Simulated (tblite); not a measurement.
# C7H9NOS: the cost of one run

Programs: tblite 0.8.0 and PySCF 2.14.0, with density-fitted response routines of our own. Each step states its level of theory. These are calculated values for one molecule in the gas phase, unless marked as measured. Atoms are numbered from 0 throughout.

## (1) The starting structure

19 atoms, charge 0, multiplicity 1; geometry from: force field or distance geometry start.

Bonds of the start (Å): C0–N1 1.47, N1–C2 1.44, N1–C3 1.41, C3–S4 1.67, C3–C5 1.46, C5–C6 1.39, C6–C7 1.42, C7–C8 1.37, C8–O9 1.36, O9–C5 1.38, C0–H10 1.10, C0–H11 1.10, C0–H12 1.08, C2–H13 1.09, C2–H14 1.10, C2–H15 1.09, C6–H16 1.08, C7–H17 1.07, C8–H18 1.08.

## (2) Optimising the geometry with GFN2-xTB

Job settings and geometry (Å):

```
{"job": {"kind": "relax", "xc": "GFN2-xTB", "basis": "xTB"}, "charge": 0, "multiplicity": 1}
C     -1.227600    -1.314600     0.457200
N     -1.417100    -0.085300    -0.329300
C     -2.791500     0.256000    -0.602900
C     -0.323000     0.670200    -0.798300
S     -0.426300     1.803100    -2.022000
C      0.987600     0.472600    -0.192700
C      2.285500     0.572200    -0.692100
C      3.177000     0.311300     0.388400
C      2.384300     0.072500     1.482300
O      1.063900     0.174000     1.155000
H     -1.986600    -2.049900     0.144000
H     -1.384900    -1.079800     1.518000
H     -0.254700    -1.753200     0.313600
H     -3.396600     0.100200     0.292800
H     -2.919900     1.310800    -0.905800
H     -3.167900    -0.392700    -1.392200
H      2.554900     0.805500    -1.706700
H      4.250000     0.290300     0.360400
H      2.583300    -0.153900     2.522900
```

Launch:

```
> OMP_NUM_THREADS=1 python probes_run.py task.json out
```

The driver reads the jobs from task.json and runs them one after another.

**Question.** How long does this first job take on 1 thread of Arm Neoverse N1, shared host, and how much memory does it need?

About 1.3 s, with a peak of 0.18 GiB.
